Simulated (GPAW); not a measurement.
# Bi2Te3 (Tellurobismuthite) (R-3m) in GPAW: a series of runs

The runs below take Bi2Te3 (Tellurobismuthite) through phonons, Fermi surface, with vdW-DF-cx, optB88-vdW.

Everything below comes from runs of GPAW 26.7.0. Logs are shortened: lines on timing, memory, paths and dates and some standing lists are left out, and cuts for length are marked. The log counts tension as positive stress, the text compression.

## (1) The crystal as given

The structure is trigonal, space group R-3m (No. 166). The conventional cell has a = 4.386 Å, b = 4.386 Å, c = 30.497 Å, α = 90.00°, β = 90.00°, γ = 120.00°. Around Bi (site symmetry 3m) lie 6 Te at 3.07 to 3.25 Å. Around Te (site symmetry 3m) lie 3 Bi at 3.07 Å. Te (site symmetry -3m) has 6 Bi at 3.25 Å as nearest neighbours.

## (2) Phonons, vdW-DF-cx

run.py reads:

```python
import json
import numpy as np
from ase import Atoms
from ase.constraints import FixSymmetry
from ase.io import write
from ase.optimize import BFGS
from ase.spacegroup import crystal
from phonopy import Phonopy
from phonopy.structure.atoms import PhonopyAtoms
from gpaw import GPAW

# Bi 6c
# Te 6c
# Te 3a
atoms = crystal(['Bi', 'Te', 'Te'],
                basis=[[0.6666666667, 0.3333333333, 0.9333333333],
                       [0.0, 0.0, 0.7905],
                       [0.0, 0.0, 0.0]],
                spacegroup=166, setting=1,  # R-3m
                cellpar=[4.386, 4.386, 30.497, 90.0, 90.0, 120.0],
                primitive_cell=True)

calc = GPAW(mode='lcao',
            h=0.16,
            basis='dzp',
            xc={'name': 'vdW-DF-cx', 'backend': 'libvdwxc'},
            kpts={'size': (5, 5, 5), 'gamma': True},
            occupations={'name': 'fermi-dirac', 'width': 0.05},
            convergence={'density': 1e-06},
            maxiter=150,
            txt='gpaw.txt')
atoms.calc = calc
atoms.set_constraint(FixSymmetry(atoms))
BFGS(atoms, trajectory='relax.traj', logfile='-').run(fmax=0.005, steps=40)
atoms.set_constraint()
energy = atoms.get_potential_energy()
forces = atoms.get_forces()
calc.write('gs.gpw')
write('result.traj', atoms)
print('Cell:', atoms.cell.cellpar().round(4))
print(atoms.get_scaled_positions().round(5))

def force_constants(scale):
    unit = PhonopyAtoms(symbols=atoms.get_chemical_symbols(), cell=atoms.cell[:] * scale**(1 / 3),
                        scaled_positions=atoms.get_scaled_positions())
    ph = Phonopy(unit, supercell_matrix=np.diag([1, 1, 1]), primitive_matrix=np.eye(3), symprec=1e-4)
    ph.generate_displacements(distance=0.01)
    forces = []
    for i, sc in enumerate(ph.supercells_with_displacements):
        a = Atoms(sc.symbols, cell=sc.cell, scaled_positions=sc.scaled_positions, pbc=True)
        c = GPAW(mode='lcao',
                 h=0.16,
                 basis='dzp',
                 xc={'name': 'vdW-DF-cx', 'backend': 'libvdwxc'},
                 kpts={'size': (5, 5, 5), 'gamma': True},
                 occupations={'name': 'fermi-dirac', 'width': 0.05},
                 convergence={'density': 1e-06},
                 maxiter=150,
                 txt=f'disp-{scale:.3f}-{i:02d}.txt')
        a.calc = c
        f = a.get_forces()
        forces.append(f - f.mean(axis=0))
        print(f'displacement {i}: drift', f.mean(axis=0).round(5), flush=True)
    ph.forces = forces
    ph.produce_force_constants()
    ph.symmetrize_force_constants()
    return ph

qpoints = [[0.0, 0.0, 0.0]]
results = {}
for scale in [1.0]:
    ph = force_constants(scale)
    ph.run_qpoints(qpoints)
    nu = ph.qpoints.frequencies * 33.35641  # THz to cm^-1
    results[f'{scale:.3f}'] = nu.tolist()
    for qp, f in zip(qpoints, nu):
        print(scale, np.round(qp, 4), f.round(2))
json.dump(results, open('phonons.json', 'w'))
```

Potentials or basis: GPAW PAW data sets (gpaw-data 1.2.1), lcao:dzp.

Run with:

```
$ OMP_NUM_THREADS=1 python run.py
```

gpaw.txt:

```text
__  _  _
 | _ |_)|_||  |
 |__||  | ||/\| - 26.7.0

Input parameters:
  mode=LCAO(),
  basis={'default': 'dzp'},
  convergence={'density': 1e-06},
  h=0.16,
  kpts=MonkhorstPack(size=(5, 5, 5), gamma=True),
  maxiter=150,
  occupations=Occupations(name='fermi-dirac', width=0.05),
  xc=XC(name='vdW-DF-cx', backend='libvdwxc')

       Te

       Bi

       Bi
[... 14 lines left out ...]
Unit cell  # Å
| periodic |         x |         y |         z |   lengths |    angles |
|----------|-----------|-----------|-----------|-----------|-----------|
|      yes |  2.193000 |  1.266129 | 10.165667 | 10.476312 | 24.166112 |
|      yes | -2.193000 |  1.266129 | 10.165667 | 10.476312 | 24.166112 |
|      yes | -0.000000 | -2.532258 | 10.165667 | 10.476312 | 24.166112 |

Number of symmetries: 12
Symmetry operations  # r_c * U_cc + t_c -> r_c
|    | kind |            matrix            |
|----|------|------------------------------|
|  0 |  E   |  1, 0, 0,  0, 1, 0,  0, 0, 1 |
|  1 |  σ   |  1, 0, 0,  0, 0, 1,  0, 1, 0 |
|  2 |  σ   |  0, 1, 0,  1, 0, 0,  0, 0, 1 |
|  3 |  C3  |  0, 1, 0,  0, 0, 1,  1, 0, 0 |
|  4 |  C3  |  0, 0, 1,  1, 0, 0,  0, 1, 0 |
|  5 |  σ   |  0, 0, 1,  0, 1, 0,  1, 0, 0 |
|  6 |  C2  |  0, 0,-1,  0,-1, 0, -1, 0, 0 |
|  7 |  S6  |  0, 0,-1, -1, 0, 0,  0,-1, 0 |
|  8 |  S6  |  0,-1, 0,  0, 0,-1, -1, 0, 0 |
|  9 |  C2  |  0,-1, 0, -1, 0, 0,  0, 0,-1 |
| 10 |  C2  | -1, 0, 0,  0, 0,-1,  0,-1, 0 |
| 11 |  i   | -1, 0, 0,  0,-1, 0,  0, 0,-1 |

BZ-sampling:
  Number of BZ points: 125
  Number of IBZ points: 19

  Monkhorst-Pack size: [5, 5, 5]
  Monkhorst-Pack shift: [0, 0, 0]

K-points  # in reciprocal-cell coordinates
|     |                                coordinates |     weight |
|-----|--------------------------------------------|------------|
|   0 | (  0.00000000,   0.00000000,   0.00000000) | 0.00800000 |
|   1 | (  0.20000000,   0.00000000,  -0.20000000) | 0.04800000 |
|   2 | (  0.20000000,   0.00000000,   0.00000000) | 0.04800000 |
|   3 | (  0.20000000,   0.20000000,  -0.20000000) | 0.04800000 |
|   4 | (  0.20000000,   0.20000000,   0.00000000) | 0.04800000 |
|   5 | (  0.20000000,   0.20000000,   0.20000000) | 0.01600000 |
|   6 | (  0.40000000,  -0.20000000,  -0.20000000) | 0.04800000 |
|   7 | (  0.40000000,   0.00000000,  -0.40000000) | 0.04800000 |
|   8 | (  0.40000000,   0.00000000,  -0.20000000) | 0.09600000 |
|   9 | (  0.40000000,   0.00000000,   0.00000000) | 0.04800000 |
| ... |                                            |            |
|  18 | (  0.40000000,   0.40000000,   0.40000000) | 0.01600000 |

basis functions: 85
Spin-components: 1 (collinear spins)
Bands:           30
Projectors:      27
Spin-degeneracy: 2
Datatype:        <class 'complex'>

Parallelization:
  kpt:    1
  domain: 1
  band:   1

Density:
  Valence electrons: 48.0
  Components: 1
  Grid points: [24 24 24]
  Charge: 0.0  # |e|

Potential:
  Grid points: [24 24 24]

species:
  Bi:
    name:    Bismuth
    Z:       83.0
    valence: 15
    core:    68
    charge:  0.0  # [|e|]
    compensation charges:
      type: gauss
      rc: 0.38  # [Å]
      lmax: 2
    cutoffs:
      filter: 2.23  # [Å]
      core: 2.33  # [Å]
    projectors
    | kind |    occ | energy [eV] | rcut [Å] |
    |------|--------|-------------|----------|
    |   6s |  2.000 |     -14.385 |    1.286 |
    |   6p |  3.000 |      -4.580 |    1.275 |
    |   5d | 10.000 |     -27.119 |    1.349 |
    |    s |        |      12.827 |    1.286 |
    |    p |        |      22.631 |    1.275 |
    |    d |        |       0.093 |    1.349 |

    LCAO basis set for Bi:
      Name: dzp
      File: <dir>
      Number of radial functions: 7
      Number of spherical harmonics: 23
        l=0, rc=6.4219 Bohr: 6s-sz confined orbital
        l=1, rc=8.9531 Bohr: 6p-sz confined orbital
        l=2, rc=4.2344 Bohr: 5d-sz confined orbital
        l=0, rc=3.6406 Bohr: 6s-dz split-valence wave
        l=1, rc=5.3281 Bohr: 6p-dz split-valence wave
        l=2, rc=2.7812 Bohr: 5d-dz split-valence wave
        l=2, rc=8.9531 Bohr: d-type Gaussian polarization
      Number of RI-basis functions 0

  Te:
    name:    Tellurium
    Z:       52.0
    valence: 6
    core:    46
    charge:  0.0  # [|e|]
    compensation charges:
      type: gauss
      rc: 0.36  # [Å]
      lmax: 2
[... 35 lines left out ...]
  Trust region scale: 1.0
  Backstep threshold: 4.0
  History deletion threshold: 6.0
  Fourier metric: weight=20.0, sigma=0.015

occupation numbers:
  Fermi-Dirac:
    width: 0.0500  # eV

FastPoissonSolver using
    Stencil: 12*3+1=37 point O(h^6) finite-difference Laplacian
    FFT axes: [np.int64(0), np.int64(1), np.int64(2)]
    FST axes: []

xc functional:
  name: vdW-DF-cx with libvdwxc
  Mode: serial
  Semilocal: GGA_X_LV_RPW86+LDA_C_PW with 2 nearest neighbor stencil
  Local blocksize: 48 x 48 x 48
  PAW datasets: PBE
interpolation: tri-quintic # 5. degree polynomial

       Te

       Bi

       Bi
[... 14 lines left out ...]
Unit cell  # Å
| periodic |         x |         y |         z |   lengths |    angles |
|----------|-----------|-----------|-----------|-----------|-----------|
|      yes |  2.193000 |  1.266129 | 10.165667 | 10.476312 | 24.166112 |
|      yes | -2.193000 |  1.266129 | 10.165667 | 10.476312 | 24.166112 |
|      yes | -0.000000 | -2.532258 | 10.165667 | 10.476312 | 24.166112 |

Number of symmetries: 12
Symmetry operations  # r_c * U_cc + t_c -> r_c
|    | kind |            matrix            |
|----|------|------------------------------|
|  0 |  E   |  1, 0, 0,  0, 1, 0,  0, 0, 1 |
|  1 |  σ   |  1, 0, 0,  0, 0, 1,  0, 1, 0 |
|  2 |  σ   |  0, 1, 0,  1, 0, 0,  0, 0, 1 |
|  3 |  C3  |  0, 1, 0,  0, 0, 1,  1, 0, 0 |
|  4 |  C3  |  0, 0, 1,  1, 0, 0,  0, 1, 0 |
|  5 |  σ   |  0, 0, 1,  0, 1, 0,  1, 0, 0 |
|  6 |  C2  |  0, 0,-1,  0,-1, 0, -1, 0, 0 |
|  7 |  S6  |  0, 0,-1, -1, 0, 0,  0,-1, 0 |
|  8 |  S6  |  0,-1, 0,  0, 0,-1, -1, 0, 0 |
|  9 |  C2  |  0,-1, 0, -1, 0, 0,  0, 0,-1 |
| 10 |  C2  | -1, 0, 0,  0, 0,-1,  0,-1, 0 |
| 11 |  i   | -1, 0, 0,  0,-1, 0,  0, 0,-1 |

BZ-sampling:
  Number of BZ points: 125
  Number of IBZ points: 19

  Monkhorst-Pack size: [5, 5, 5]
  Monkhorst-Pack shift: [0, 0, 0]

K-points  # in reciprocal-cell coordinates
|     |                                coordinates |     weight |
|-----|--------------------------------------------|------------|
|   0 | (  0.00000000,   0.00000000,   0.00000000) | 0.00800000 |
|   1 | (  0.20000000,   0.00000000,  -0.20000000) | 0.04800000 |
|   2 | (  0.20000000,   0.00000000,   0.00000000) | 0.04800000 |
|   3 | (  0.20000000,   0.20000000,  -0.20000000) | 0.04800000 |
|   4 | (  0.20000000,   0.20000000,   0.00000000) | 0.04800000 |
|   5 | (  0.20000000,   0.20000000,   0.20000000) | 0.01600000 |
|   6 | (  0.40000000,  -0.20000000,  -0.20000000) | 0.04800000 |
|   7 | (  0.40000000,   0.00000000,  -0.40000000) | 0.04800000 |
|   8 | (  0.40000000,   0.00000000,  -0.20000000) | 0.09600000 |
|   9 | (  0.40000000,   0.00000000,   0.00000000) | 0.04800000 |
| ... |                                            |            |
|  18 | (  0.40000000,   0.40000000,   0.40000000) | 0.01600000 |

basis functions: 85
Spin-components: 1 (collinear spins)
Bands:           30
Projectors:      27
Spin-degeneracy: 2
Datatype:        <class 'complex'>

Parallelization:
  kpt:    1
  domain: 1
  band:   1

Density:
  Valence electrons: 48.0
  Components: 1
  Grid points: [24 24 24]
  Charge: 0.0  # |e|

Potential:
  Grid points: [24 24 24]

species:
  Bi:
    name:    Bismuth
    Z:       83.0
    valence: 15
    core:    68
    charge:  0.0  # [|e|]
    compensation charges:
      type: gauss
      rc: 0.38  # [Å]
      lmax: 2
    cutoffs:
      filter: 2.23  # [Å]
      core: 2.33  # [Å]
    projectors
    | kind |    occ | energy [eV] | rcut [Å] |
    |------|--------|-------------|----------|
    |   6s |  2.000 |     -14.385 |    1.286 |
    |   6p |  3.000 |      -4.580 |    1.275 |
    |   5d | 10.000 |     -27.119 |    1.349 |
    |    s |        |      12.827 |    1.286 |
    |    p |        |      22.631 |    1.275 |
    |    d |        |       0.093 |    1.349 |

    LCAO basis set for Bi:
      Name: dzp
      File: <dir>
      Number of radial functions: 7
      Number of spherical harmonics: 23
        l=0, rc=6.4219 Bohr: 6s-sz confined orbital
        l=1, rc=8.9531 Bohr: 6p-sz confined orbital
        l=2, rc=4.2344 Bohr: 5d-sz confined orbital
        l=0, rc=3.6406 Bohr: 6s-dz split-valence wave
        l=1, rc=5.3281 Bohr: 6p-dz split-valence wave
        l=2, rc=2.7812 Bohr: 5d-dz split-valence wave
        l=2, rc=8.9531 Bohr: d-type Gaussian polarization
      Number of RI-basis functions 0

  Te:
    name:    Tellurium
    Z:       52.0
    valence: 6
    core:    46
    charge:  0.0  # [|e|]
    compensation charges:
      type: gauss
      rc: 0.36  # [Å]
      lmax: 2
    cutoffs:
      filter: 2.09  # [Å]
      core: 3.17  # [Å]
    projectors
    | kind |    occ | energy [eV] | rcut [Å] |
    |------|--------|-------------|----------|
    |   5s |  2.000 |     -15.089 |    1.180 |
    |   5p |  4.000 |      -5.955 |    1.196 |
    |    s |        |      12.123 |    1.180 |
    |    p |        |      21.256 |    1.196 |
    |    d |        |       0.000 |    1.238 |

    LCAO basis set for Te:
      Name: dzp
      File: <dir>
      Number of radial functions: 5
      Number of spherical harmonics: 13
        l=0, rc=6.2500 Bohr: 5s-sz confined orbital
        l=1, rc=8.0156 Bohr: 5p-sz confined orbital
        l=0, rc=3.5469 Bohr: 5s-dz split-valence wave
        l=1, rc=4.6875 Bohr: 5p-dz split-valence wave
        l=2, rc=8.0156 Bohr: d-type Gaussian polarization
      Number of RI-basis functions 0

Reference energy: -1724068.816207  # eV

eigensolver:
  <gpaw.new.lcao.eigensolver.LCAOEigensolver object>
density mixing:
  MSR1-Mixer
  Pratt-step length: 0.05
  Maximum mixing coefficient: 0.75
  Old densities: 10
  SVD Regularization: 0.005
  Good broyden scale: 1.0
  Trust region scale: 1.0
  Backstep threshold: 4.0
  History deletion threshold: 6.0
  Fourier metric: weight=20.0, sigma=0.015

occupation numbers:
  Fermi-Dirac:
    width: 0.0500  # eV

FastPoissonSolver using
    Stencil: 12*3+1=37 point O(h^6) finite-difference Laplacian
    FFT axes: [np.int64(0), np.int64(1), np.int64(2)]
    FST axes: []

xc functional:
  name: vdW-DF-cx with libvdwxc
  Mode: serial
  Semilocal: GGA_X_LV_RPW86+LDA_C_PW with 2 nearest neighbor stencil
  Local blocksize: 48 x 48 x 48
  PAW datasets: PBE
interpolation: tri-quintic # 5. degree polynomial

convergence criteria:
- Maximum integral of absolute [dens]ity change: 1e-06 electrons / valence electron
- Maximum [total energy] change in last 3 cyles: 0.0005 eV / valence electron
- Maximum integral of absolute [eigenst]ate change: 4e-08 eV^2 / valence electron
maximum number of iterations: 150

SCF iterations
|iter     | |      energy | eigst |  dens |
|---------|-|-------------|-------|-------|
|iter:   1| |  386.310035 |      c|       |
|iter:   2| |  386.351968 |      c| -1.44 |
|iter:   3| |  386.450637 |      c| -1.47 |
|iter:   4| |  386.284376 |      c| -1.77 |
|iter:   5| |  386.537133 |      c| -1.57 |
|iter:   6| |  386.537746 |      c| -2.50 |
|iter:   7| |  386.537823c|      c| -3.11 |
|iter:   8| |  386.537824c|      c| -4.05 |
|iter:   9| |  386.537824c|      c| -4.55 |
|iter:  10| |  386.537824c|      c| -5.27 |
|iter:  11| |  386.537824c|      c| -5.98 |
|iter:  12| |  386.537824c|      c| -6.82c|
[... 182 lines left out ...]
SCF iterations
|iter     | |      energy | eigst |  dens |
|---------|-|-------------|-------|-------|
|iter:   1| |  386.504142 |      c|       |
|iter:   2| |  386.515826 |      c| -2.17 |
|iter:   3| |  386.521726c|      c| -2.39 |
|iter:   4| |  386.522844c|      c| -2.71 |
|iter:   5| |  386.523228c|      c| -2.88 |
|iter:   6| |  386.523258c|      c| -3.22 |
|iter:   7| |  386.523262c|      c| -3.51 |
|iter:   8| |  386.523262c|      c| -4.15 |
|iter:   9| |  386.523262c|      c| -4.96 |
|iter:  10| |  386.523262c|      c| -5.35 |
|iter:  11| |  386.523262c|      c| -6.25c|
[... 535 lines left out ...]
Forces  # eV/Ang
|        x |        y |        z |
|----------|----------|----------|
| -0.00000 | -0.00000 | -0.00044 |  # Bi   0
|  0.00000 | -0.00000 |  0.00044 |  # Bi   1
|  0.00000 |  0.00000 | -0.00460 |  # Te   2
| -0.00000 |  0.00000 |  0.00460 |  # Te   3
|  0.00000 |  0.00000 |  0.00000 |  # Te   4

# Writing to gs.gpw (mode='')
```

Wall time 14 min (1 thread of Arm Neoverse V1, shared host); peak memory 0.74 GiB.

Results:

```
Free energy                                             : 386.4938 eV
Largest force after relaxing                            : 0.005 eV/Å
Band gap on the k mesh                                  : 0.38 eV, direct
Highest phonon frequency at Γ, LO-TO splitting left out : 165 cm⁻¹
```

Forces on the atoms (eV/Å):
```
Bi   0.000  0.000  0.000
Bi   0.000  0.000  0.000
Te   0.000  0.000 -0.005
Te   0.000  0.000  0.005
Te   0.000  0.000  0.000
```

Final structure:
```yaml
crystal:
  lattice:
    - [2.19300, 1.26613, 10.16567]
    - [-2.19300, 1.26613, 10.16567]
    - [0.00000, -2.53226, 10.16567]
  atoms:
    - { symbol: Bi, position: [0.39749, 0.39749, 0.39749] }
    - { symbol: Bi, position: [0.60251, 0.60251, 0.60251] }
    - { symbol: Te, position: [0.78714, 0.78714, 0.78714] }
    - { symbol: Te, position: [0.21286, 0.21286, 0.21286] }
    - { symbol: Te, position: [0.00000, 0.00000, 0.00000] }
```

Phonon frequencies in cm⁻¹ (negative: imaginary):
```csv
q point,frequencies
"(0.000, 0.000, 0.000)",0 0 0 52 52 88 88 91 93 115 115 126 126 152 165
```

Caveat: the k mesh is coarse; the real-space grid adds noise to forces; the LO-TO splitting is left out; real-space grids are poor in so skewed a cell; the PAW data sets were made with another functional, which shifts forces and pressure a little; spin-orbit coupling is left out, which as a rule narrows the gap of such compounds by several tenths of an eV; an odd mesh through Γ misses points on the zone boundary, where band edges often lie; the basis of atomic orbitals isn't converged, which shifts pressures, moduli and gaps; the program warned that so skewed a cell can give wrong results.

(Continued in part 2 of 2.)
